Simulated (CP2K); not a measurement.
Hf2Pd2Se2Br2O3:

```
Hf Pd Se Br O
1.0
    12.71311    0.00000    0.00000
    11.02652    6.32764    0.00000
   -11.58983   -4.21427    3.08854
Hf Pd Se Br O
2 2 2 2 3
Direct
  0.92095 0.92095 0.00000
  0.07905 0.07905 0.00000
  0.68332 0.68332 0.00000
  0.31668 0.31668 0.00000
  0.61777 0.11777 0.50000
  0.38223 0.88223 0.50000
  0.78660 0.78660 0.00000
  0.21340 0.21340 0.00000
  0.90121 0.40121 0.50000
  0.09879 0.59879 0.50000
  0.00000 0.00000 0.00000
```

The cell was built by a generator and needn't be a form met in nature.

Program: CP2K 2026.2. Alike in all runs: task band structure; potentials or basis POTENTIAL_UZH Hf GTH-PBE-q12, Pd GTH-PBE-q18, Se GTH-PBE-q6, Br GTH-PBE-q7, O GTH-PBE-q6; TZVP-MOLOPT-PBE-GTH basis; no spin polarisation; cell as given; k mesh 9 × 9 × 9; smearing fermi-dirac 0.05 eV.

**Question.** Order these runs on this cell by their pressure, lowest first.
A. level PBEsol
B. level LDA
C. level RPBE

**Answer.** B (-5.5 GPa), A (-3.7 GPa), C (1.2 GPa).

Caveats: the potentials were made for another functional, which shifts forces and pressure; the basis of atomic orbitals isn't converged, which shifts pressures, moduli and gaps.
